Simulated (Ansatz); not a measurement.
# Fe: the cost of one run

Method: DFT LDA, scalar-relativistic, plane waves, PAW, in Ansatz 0.2.0.

## 1. The starting structure

Symmetry: P6_3/mmc, No. 194, hexagonal system. Conventional cell: a = 2.408 Å, b = 2.408 Å, c = 3.802 Å, α = 90.00°, β = 90.00°, γ = 120.00°. Around Fe (site symmetry -6m2) lie 12 Fe at 2.36 to 2.41 Å.

Structure file:

```cif
data_structure
_symmetry_space_group_name_H-M 'P 1'
_symmetry_Int_Tables_number 1
_cell_length_a 2.4075
_cell_length_b 2.4075
_cell_length_c 3.8023
_cell_angle_alpha 90.000
_cell_angle_beta 90.000
_cell_angle_gamma 120.000
_cell_volume 19.09
loop_
_atom_site_label
_atom_site_type_symbol
_atom_site_fract_x
_atom_site_fract_y
_atom_site_fract_z
_atom_site_occupancy
Fe1 Fe 0.33333 0.66667 0.25000 1
Fe2 Fe 0.66667 0.33333 0.75000 1
```

An earlier run at LDA left this cell at 9.543 Å³/atom and 0.00 GPa (20×20×12 mesh).

## 2. Antiferromagnetic, in the cell as typed

Contents of input.yaml:

```yaml
crystal:
  lattice:
    - [2.4075398603, 0.0, 0.0]
    - [-1.2037699302, 2.0849906796, 0.0]
    - [0.0, 0.0, 3.8022954211]
  atoms:
    - { symbol: Fe, position: [0.3333333333, 0.6666666667, 0.25], spin: 2.5 }
    - { symbol: Fe, position: [0.6666666667, 0.3333333333, 0.75], spin: -2.5 }
basis:
  ecutwfc: 420
  ecutrho_ratio: 4
kpoints:
  mp_grid: { grid: [20, 20, 12] }
hamiltonian:
  xc: lda
scf:
  occupations: { method: gaussian, width: 0.05 }
  lower_state_search: "off"
output:
  forces: true
  stress: true
  eigenvalues: true
  populations: true
magnetization:
  spin_polarized: true
```

Launch:

```
ansatz run input.yaml --threads 1 --pin off --max-ram 2560MiB --backend cpu --events-out ev --progress --plain --runs-dir out
```

**Question.** How long does this run take on 1 thread of Arm Neoverse V2, shared host, and how much memory does it need?

About 79 s, with a peak of 0.51 GiB.
